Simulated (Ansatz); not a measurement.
**AgH₄NS (SMILES [NH3+][Ag-][SH]): a rigid scan of the bond length Ag2–S3**

One table from this session's results is given with a row withheld; the runs are named, their logs left out.

Method: single points in def2-TZVPP; program: Ansatz 0.2.0, Gaussian basis.

Levels: PBE-D4, r2SCAN-D4, PBE0-D4, B3LYP-D4, wB97M-V, Hartree-Fock, MP2, CCSD, CCSD(T). The scan takes 1.975, 2.042, 2.141, 2.257, 2.385, 2.523, 2.670, 2.824, 2.985 Å.

Cores are frozen in the correlated methods. Filled d shells of the heavier atoms are correlated. Core potentials replace the inner electrons past krypton, and spin-orbit coupling is left out. B3LYP uses VWN-RPA correlation.

19 further runs of the same task are left out: 19 set aside as unsound or not needed.

## The starting structure

The minimum, relaxed at PBE0-D4: SMILES `[NH3+][Ag-][SH]`, 7 atoms, charge 0, spin multiplicity 1.

Atoms are counted from 1 here; the program's logs count them from 0.

Bond lengths: N1–Ag2 2.184 Å, N1–H4 1.013 Å, N1–H5 1.013 Å, N1–H6 1.014 Å, Ag2–S3 2.296 Å, S3–H7 1.344 Å. Angles: Ag2–N1–H4 111.3°, Ag2–N1–H5 111.1°, Ag2–N1–H6 111.1°, H4–N1–H5 107.7°, H4–N1–H6 107.8°, H5–N1–H6 107.6°, N1–Ag2–S3 178.2°, Ag2–S3–H7 95.1°.

Geometry (Å):

```mol
AgH4NS
  3D, bonds by distance, orders not assigned

  7  6  0  0  0  0  0  0  0  0999 V2000
   -1.1955    0.6799   -0.4849 N   0  0
    0.4694   -0.3851    0.4444 Ag  0  0
    2.1812   -1.5125    1.4796 S   0  0
   -1.9508    0.0476   -0.7228 H   0  0
   -0.9012    1.1429   -1.3370 H   0  0
   -1.5688    1.3882    0.1366 H   0  0
    3.0269   -1.4292    0.4383 H   0  0
  1  2  8  0
  1  4  8  0
  1  5  8  0
  1  6  8  0
  2  3  8  0
  3  7  8  0
M  END
```

Energies of the minimum (eV), from earlier single points: PBE-D4 -16387.12962, r2SCAN-D4 -16393.03162, PBE0-D4 -16387.56140, B3LYP-D4 -16395.49371, wB97M-V -16389.90363, CCSD(T) -16371.66043.

At the minimum the bond length Ag2–S3 is 2.296 Å.

The first run:

ccsdt-tzvpp/in.yaml

```yaml
crystal:
  periodic: [false, false, false]
  atoms:
    - {symbol: N, position_ang: [-1.195470, 0.679905, -0.484852]}
    - {symbol: Ag, position_ang: [0.469400, -0.385105, 0.444391]}
    - {symbol: S, position_ang: [1.941702, -1.354744, 1.334757]}
    - {symbol: H, position_ang: [-1.950846, 0.047577, -0.722756]}
    - {symbol: H, position_ang: [-0.901170, 1.142947, -1.336979]}
    - {symbol: H, position_ang: [-1.568822, 1.388201, 0.136559]}
    - {symbol: H, position_ang: [2.787430, -1.271430, 0.293422]}
basis:
  gaussian: {orbitals: def2-TZVPP}
correlation: {method: ccsd_t}
```

The command line of these runs was not kept.

Among the steps run: Ag2–S3 = 1.975 Å; Ag2–S3 = 2.042 Å; Ag2–S3 = 2.141 Å; Ag2–S3 = 2.257 Å; Ag2–S3 = 2.385 Å; Ag2–S3 = 2.523 Å; Ag2–S3 = 2.670 Å; Ag2–S3 = 2.824 Å; Ag2–S3 = 2.985 Å.

One of the session's tables, all rows but one given; the rest of the session is left out.

It belongs to the step «The curves». Energies less that of the minimum at the same level (meV):

| bond length (Å) | PBE-D4 | PBE0-D4 | B3LYP-D4 | wB97M-V | Hartree-Fock |
| --- | --- | --- | --- | --- | --- |
| 1.975 | 880 | 906 | 1002 | 978 | 1369 |
| 2.042 | 491 | 509 | 582 | 561 | 856 |
| 2.141 | 154 | 162 | 204 | 189 | 357 |
| 2.257 | 7 | 8 | 18 | 14 | 53 |
| 2.296 (minimum) | 0 | 0 | 0 | 0 | 0 |
| 2.385 | 40 | 39 | 18 | 28 | -51 |
| 2.523 | 206 | 207 | 159 | 188 | 4 |
| 2.670 | ? | ? | ? | ? | ? |
| 2.824 | 756 | 775 | 680 | 757 | 408 |
| 2.985 | 1070 | 1104 | 990 | 1096 | 682 |

Q: Estimate the row for bond length (Å) = 2.670 from the others.

Worked estimate for «PBE-D4». A straight line through the neighbours (2.523, 206) and (2.824, 756) gives 206 + (756 − 206) × (2.670 − 2.523) / (2.824 − 2.523) = 475; a parabola fitted to 4 rows on both sides gives 458.

The run gave: PBE-D4: 459; PBE0-D4: 466; B3LYP-D4: 393; wB97M-V: 445; Hartree-Fock: 171. In «PBE-D4» the line misses by +16 and the parabola by -1.
